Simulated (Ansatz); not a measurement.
# GeNH (quintet): from Hartree-Fock to the top rungs, cc-pVTZ

An exercise on one series of results from a longer session: the logs are not shown, and one member is left open.

Method: cc-pVTZ, core rule «outside noble gas», up to 15 orbitals frozen; program: Ansatz 0.2.0, Gaussian basis.

The runs, in order: UHF; CCSD(T) on ROHF; CCSD(T) on UHF; BCCD(T) on ROHF; CCSDT(Q) on ROHF; CCSDT(Q) on UHF; CASSCF and MRCISD+Q, 10 electrons in 9 orbitals; CASSCF and NEVPT4(SD), 10 electrons in 9 orbitals; CASSCF and NEVPT2, 10 electrons in 9 orbitals.

3 further runs of the same task are left out: 3 set aside as unsound or not needed.

## The geometry

The geometry is a PBE0/def2-TZVP stationary point (not a proven minimum) of the parent state, kept for this charge and spin. No spin-orbit coupling is included. The filled d shell of Ge may be among the frozen orbitals whatever the setting's name suggests; the logs give the count.

3 atoms, charge 0, spin multiplicity 5.

Atoms are counted from 1 here; the program's logs count them from 0.

Bond lengths: Ge1–N2 1.894 Å, Ge1–H3 1.601 Å. Angles: N2–Ge1–H3 92.9°.

Set-up of the first run:

The input, in.yaml:

```yaml
crystal:
  periodic: [false, false, false]
  atoms:
    - {symbol: Ge, position_ang: [0.000000, -0.029158, 0.300919]}
    - {symbol: N, position_ang: [0.000000, 0.038514, -1.592101]}
    - {symbol: H, position_ang: [0.000000, 1.566135, 0.437823]}
basis:
  gaussian: {orbitals: cc-pVTZ}
magnetization: {spin_polarized: true, initial_magnetization: 4}
hamiltonian: {xc: hf}
output: {orbitals: {seedname: orbitals}}
```

The run is started by

```bash
ansatz run in.yaml --threads 1 --pin off --events-out ev --progress --plain --max-ram 4096MiB --backend cpu
```

Among the steps run: UHF; CCSD(T) on ROHF; CCSD(T) on UHF; BCCD(T) on ROHF; CCSDT(Q) on ROHF; CCSDT(Q) on UHF; CASSCF and MRCISD+Q, 10 electrons in 9 orbitals; CASSCF and NEVPT4(SD), 10 electrons in 9 orbitals; CASSCF and NEVPT2, 10 electrons in 9 orbitals.

One table of the session follows, with a row left open; its other results are not shown here.

```
            method  from UCCSDT(Q) (meV)
              ROHF               +6863.8
               UHF               +6546.0
              RMP2               +1172.2
              UMP2               +1176.8
             RCCSD                +312.6
             UCCSD                +283.5
          RCCSD(T)                 +65.2
          UCCSD(T)                 +51.0
           BCCD(T)                 +64.3
            RCCSDT                 +27.4
            UCCSDT                 +11.9
         RCCSDT(Q)                 +15.6
         UCCSDT(Q)                     0
    CASSCF valence               +5548.8
    NEVPT2 valence               +1109.9
NEVPT4(SD) valence                     ?
    MRCISD valence                +463.3
  MRCISD+Q valence                 +85.0
```

Estimate the missing values for NEVPT4(SD) valence.

As computed: from UCCSDT(Q) (meV): +150.1. In the column «from UCCSDT(Q) (meV)» it lies between MRCISD+Q valence (+85.0) and UCCSD (+283.5).

Caveats from the session: Restricted and unrestricted rows rest on different reference determinants; where their highest levels disagree by more than a few hundredths of an eV, they describe different states and don't form one ladder.
